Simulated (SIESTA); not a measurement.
# Al in SIESTA: convergence with basis size

Slab: Al, a slab with vacuum.

```xyz
5
Lattice="2.8271 0.0000 0.0000 -1.4135 2.4483 0.0000 0.0000 0.0000 24.1860" Properties=species:S:1:pos:R:3 pbc="T T T"
Al    0.0000    0.0000    7.5000
Al    0.0000    1.6322    9.7965
Al    0.0000    0.0000   12.0930
Al    1.4135    0.8161   14.3895
Al    0.0000    0.0000   16.6860
```

The slab is cut from a database's or a generator's crystal, which needn't be the stable form of the element.

```yaml
Program: SIESTA 5.4.2
Task: single point
Functional: PBEsol
Potentials_or_basis: PseudoDojo 0.4 standard (PBEsol files)
Basis: SZ (energy shift 0.003 Ry)
Grid_cutoff: 500 Ry
Energy_shift: 0.003 Ry
k_mesh: 8 × 8 × 1
Occupations: fermi-dirac, width 0.05 eV
Spin: no spin polarisation
```

These are the settings of the first run; the series varies basis size, with any setting tied to it.

Hardware: 1 thread of Arm Neoverse V2, with other jobs on the host.

| basis size | energy less the tightest run, at zero smearing (meV/atom) | largest force (eV/Å) | SCF cycles | CPU time (s) | peak memory (GiB) |
| --- | --- | --- | --- | --- | --- |
| SZ | 906.65 | 1.128 | 11 | 32 | 0.3 |
| SZP | 322.29 | 0.572 | 11 | 140 | 0.49 |
| DZ | 380.86 | 0.591 | 13 | 57 | 0.35 |
| DZP | -2.13 | 0.249 | 12 | 200 | 0.54 |
| DZDP | 29.49 | 0.295 | 12 | 370 | 0.67 |
| TZP | -25.02 | 0.256 | 12 | 290 | 0.61 |
| TZDP | 0.00 | 0.287 | 14 | 550 | 0.75 |

Not settled before the last step: the energy (to 1 meV/atom), the largest force (to 0.005 eV/Å). The tightest run that finished is the yardstick and may itself not be fully converged.
